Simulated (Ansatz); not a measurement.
# CH5GeO2 radical: one species, many methods

How much do the methods differ for CH5GeO2 radical? The plan is to run it at one geometry with functionals of several rungs and with coupled cluster. The yardstick is the atomisation energy at the CCSD(T) limit.

Program: Ansatz 0.2.0, Gaussian basis. Level of theory: functionals in def2-TZVPP, the program's frozen cores in correlated methods. These are calculated values, not measurements.

Levels to be run: LDA (SPW92), PBE-D4, revPBE-D4, BLYP-D4, r2SCAN-D4, B97M-V, PBE0-D4, B3LYP-D4, r2SCANh-D4, r2SCAN0-D4, HSE06-D4, BHLYP-D4, CAM-B3LYP-D4, LC-ωPBE, ωB97X-V, ωB97M-V, B2PLYP, PBE-QIDH; CCSD(T)/def2-SVP; CCSD(T)/def2-TZVPP; MP2/def2-QZVPP; extrapolation to the limit; RPA on PBE.

### Step 1. The relaxed structure

All runs share one geometry, relaxed beforehand with PBE0-D4 in a triple-zeta def2 set.

SMILES `C[O][GeH][OH]`, 9 atoms, charge 0, spin multiplicity 2.

Atoms are counted from 1 here; the program's logs count them from 0.

Bond lengths: C1–O2 1.407 Å, C1–H5 1.092 Å, C1–H6 1.096 Å, C1–H7 1.097 Å, O2–Ge3 1.783 Å, Ge3–O4 1.788 Å, Ge3–H8 1.552 Å, O4–H9 0.960 Å. Angles: O2–C1–H5 107.9°, O2–C1–H6 112.0°, O2–C1–H7 111.9°, H5–C1–H6 108.2°, H5–C1–H7 108.0°, H6–C1–H7 108.7°, C1–O2–Ge3 121.4°, O2–Ge3–O4 109.3°, O2–Ge3–H8 103.8°, O4–Ge3–H8 105.4°, Ge3–O4–H9 113.9°.

### Step 2. LDA

This LDA is Slater exchange with PW92 correlation.

in.yaml reads:

```yaml
crystal:
  periodic: [false, false, false]
  atoms:
    - {symbol: C, position_ang: [0.368110, 0.874044, -0.998576]}
    - {symbol: O, position_ang: [0.377345, -0.525009, -0.853563]}
    - {symbol: Ge, position_ang: [0.269166, -1.292668, 0.751688]}
    - {symbol: O, position_ang: [-1.012912, -0.491576, 1.705637]}
    - {symbol: H, position_ang: [0.324111, 1.100279, -2.066364]}
    - {symbol: H, position_ang: [-0.503002, 1.331435, -0.514739]}
    - {symbol: H, position_ang: [1.277436, 1.334295, -0.592416]}
    - {symbol: H, position_ang: [-0.271934, -2.715092, 0.447531]}
    - {symbol: H, position_ang: [-0.739920, 0.338093, 2.103702]}
basis:
  gaussian: {orbitals: def2-TZVPP}
magnetization: {spin_polarized: true, initial_magnetization: 1}
hamiltonian: {xc: lda}
output: {orbitals: {seedname: orbitals}}
```

Further steps of the session: PBE-D4 (GGA); revPBE-D4 (GGA); BLYP-D4 (GGA); r2SCAN-D4 (meta-GGA); B97M-V (meta-GGA); PBE0-D4 (hybrid); B3LYP-D4 (hybrid); r2SCANh-D4 (hybrid); r2SCAN0-D4 (hybrid); HSE06-D4 (hybrid); BHLYP-D4 (hybrid); CAM-B3LYP-D4 (range-separated); LC-ωPBE-D4 (range-separated); ωB97X-V (range-separated); ωB97M-V (range-separated); B2PLYP (double hybrid); PBE-QIDH (double hybrid); CCSD(T) in def2-SVP; CCSD(T) in def2-TZVPP; MP2 in def2-QZVPP; RPA on PBE orbitals.

Before running them: what should the planned runs give, taken together? Wanted: atomisation energy, CCSD(T)/CBS; farthest beyond LDA; mean size of error, GGA; mean size of error, meta-GGA; mean size of error, hybrid; mean size of error, range-separated; mean size of error, double hybrid; gap, smallest and largest; T1 diagnostic.

**Answer**, as computed:

| quantity | value |
| --- | --- |
| atomisation energy, CCSD(T)/CBS | 741.0 kcal/mol |
| functionals within 7.4 kcal/mol (1.0 %) | revPBE-D4, BLYP-D4, r2SCAN-D4, B97M-V, PBE0-D4, B3LYP-D4, r2SCANh-D4, HSE06-D4, CAM-B3LYP-D4, LC-ωPBE, ωB97X-V, ωB97M-V |
| farthest beyond LDA | BHLYP-D4 (-32.4 kcal/mol) |
| mean size of error, GGA | 7.5 kcal/mol |
| mean size of error, meta-GGA | 2.1 kcal/mol |
| mean size of error, hybrid | 11.1 kcal/mol |
| mean size of error, range-separated | 2.5 kcal/mol |
| mean size of error, double hybrid | 9.9 kcal/mol |
| gap, smallest and largest | 0.87 eV (LDA (SPW92)), 8.34 eV (LC-ωPBE) |
| T1 diagnostic | 0.0152 |
| triples share of the correlation energy | 3.6 % |

In words: The LDA atomisation energy is off by 120.8 kcal/mol (16 %): it overbinds. PBE-D4 misses by +14.5 kcal/mol. Double hybrids carry the basis error of their MP2 part in triple zeta, and no dispersion term here, so their miss is partly the set-up's. The rungs meta-GGA, range-separated miss on average by less than the doubt on the reference (7.4 kcal/mol), so they tie. Misses under about 7.4 kcal/mol are within the doubt on the reference itself, which lacks core-valence correlation, relativity and higher excitations, and its outer-core shells are covered unevenly. Hartree-Fock recovers 69 % of the binding; the rest is correlation. CCSD(T) in def2-SVP is off by -50.6 kcal/mol, so the small basis spoils what the method gains. The gap grows from 0.9 to 8.3 eV across the functionals, mostly with the share of exact exchange. Correlated methods include outer-core shells of Ge, which these sets cover unevenly.
